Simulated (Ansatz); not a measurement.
ScTaN:

```xyz
6
Lattice="3.0851 0.0000 0.0000 -1.5425 2.6717 0.0000 0.0000 0.0000 10.3401" Properties=species:S:1:pos:R:3 pbc="T T T"
Ta    0.0000    1.7812    2.5399
Ta    1.5425    0.8906    7.8003
Sc    0.0000    0.0000    0.0000
Sc    0.0000    0.0000    5.1701
N     0.0000    1.7812    6.5126
N     1.5425    0.8906    3.8275
```

The cell comes from a database or a generator and needn't be the stable form of this composition.

Program: Ansatz 0.2.0. Alike in all runs: task band structure; potentials or basis Ansatz PAW; cell as given; k mesh 10 × 10 × 3; smearing fermi-dirac 0.05 eV.

Question: Order these runs on this cell by their pressure, lowest first.
A. level r2SCAN; spin off; cutoff (eV) 500
B. level PBEsol; spin SOC, no magnetisation; cutoff (eV) 420
C. level PBE; spin off; cutoff (eV) 420
D. level LDA; spin off; cutoff (eV) 420

Answer: D (-11.5 GPa), B (-6.8 GPa), A (-2.5 GPa), C (-0.5 GPa).

Caveats: the PAW data sets come from PBE, with cores solved anew for the run's functional, which leaves a small shift of forces and pressure (some runs).

Not every run made on this cell is shown here.
